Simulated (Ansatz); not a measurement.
# TePb (rocksalt type): how the settings move a single-point run

Aim: see which settings change the result for TePb (rocksalt type), by how much, and at what cost.

Program: Ansatz 0.2.0. Level of theory: reference: DFT, LDA, all-electron LAPW, scalar-relativistic. These are calculated values, not measurements.

### 1 Starting point

Symmetry: Fm-3m, No. 225, cubic system. The conventional cell has a = 5.228 Å, b = 5.228 Å, c = 5.228 Å, α = 90.00°, β = 90.00°, γ = 90.00°. Pb (site symmetry m-3m) has 6 Te at 2.61 Å as nearest neighbours. Te (site symmetry m-3m) is surrounded by 6 Pb at 2.61 Å.

Structure file:

```xyz
2
Lattice="0.0000 2.6140 2.6140 2.6140 0.0000 2.6140 2.6140 2.6140 0.0000" Properties=species:S:1:pos:R:3 pbc="T T T"
Pb    0.0000    0.0000    0.0000
Te    2.6140    2.6140    2.6140
```

### 2 Reference

The input, input.yaml:

```yaml
crystal:
  lattice:
    - [0.0, 2.6140121691, 2.6140121691]
    - [2.6140121691, 0.0, 2.6140121691]
    - [2.6140121691, 2.6140121691, 0.0]
  atoms:
    - { symbol: Pb, position: [0.0, 0.0, 0.0] }
    - { symbol: Te, position: [0.5, 0.5, 0.5] }
kpoints:
  mp_grid: { grid: [12, 12, 12] }
  band_path:
    path:
      - [0.0, 0.0, 0.0]
      - [0.5, 0.0, 0.5]
      - [0.625, 0.25, 0.625]
      - [0.375, 0.375, 0.75]
      - [0.0, 0.0, 0.0]
      - [0.5, 0.5, 0.5]
      - [0.5, 0.25, 0.75]
      - [0.5, 0.0, 0.5]
    npoints: 8
scf:
  occupations: { method: fermi_dirac, width: 0.08 }
hamiltonian:
  xc: lda
  pseudopotentials: { kind: all_electron, lapw: { basis_error: 0.001 } }
output:
  forces: true
  stress: true
  eigenvalues: true
  populations: true
  dos: { projected: true, de: 0.2, e_range: [-14, 8] }
```

Launch:

```console
$ ansatz run input.yaml --threads 1 --pin off --max-ram 2048MiB --backend cpu --events-out ev --progress --plain --runs-dir out
```

### 3 Changing settings: mp_grid.grid [15, 15, 15], xc_grid 3

Changes to input.yaml since step 2:

```diff
@@ -9,3 +9,3 @@
 kpoints:
-  mp_grid: { grid: [12, 12, 12] }
+  mp_grid: { grid: [15, 15, 15] }
   band_path:
@@ -31,2 +31,3 @@
   populations: true
-  dos: { projected: true, de: 0.2, e_range: [-14, 8] }
+basis:
+  xc_grid: 3
```

Q: Predict the outcome of this session. Wanted: for each run, ending; energy change; pressure; gap; force.

The runs gave:

```tsv
run	ending	energy change	pressure (GPa)	gap (eV)	force (eV/Å)	cycles	time
reference	converged	0	110.6	0.00	0.00	10	51 s
1: mp_grid.grid [15, 15, 15], xc_grid 3	converged	+1.9 meV/atom	110.6	0.00	0.00	10	75 s
```

Times don't compare one to one where runs were asked for different outputs or read a saved state (see the inputs); cycles may leave out searches for a lower state.

Residual by cycle in the longest SCF loop of each run; runs are numbered as in the table. The quantity is the density residual dr2, in eV.

```tsv
cycle	reference	run 1
1	0.161	0.161
2	0.0889	0.0891
3	0.025	0.0251
4	0.00307	0.00308
5	3.4e-4	3.4e-4
6	5.1e-5	5.2e-5
7	5.7e-6	5.8e-6
8	5.5e-7	5.5e-7
9	1.2e-7	1.2e-7
10	7.3e-9	7.2e-9
```

**Reading.** Changing the k-point mesh and numerical grids moves the energy by +1.9 meV/atom. Of the settings changed, the mesh is the one that moves energies this far. Semilocal functionals close small gaps, so the missing gap need not be the real solid's. The structure is not at rest: the sound run finds 111 GPa, so these are no properties of the relaxed crystal. 
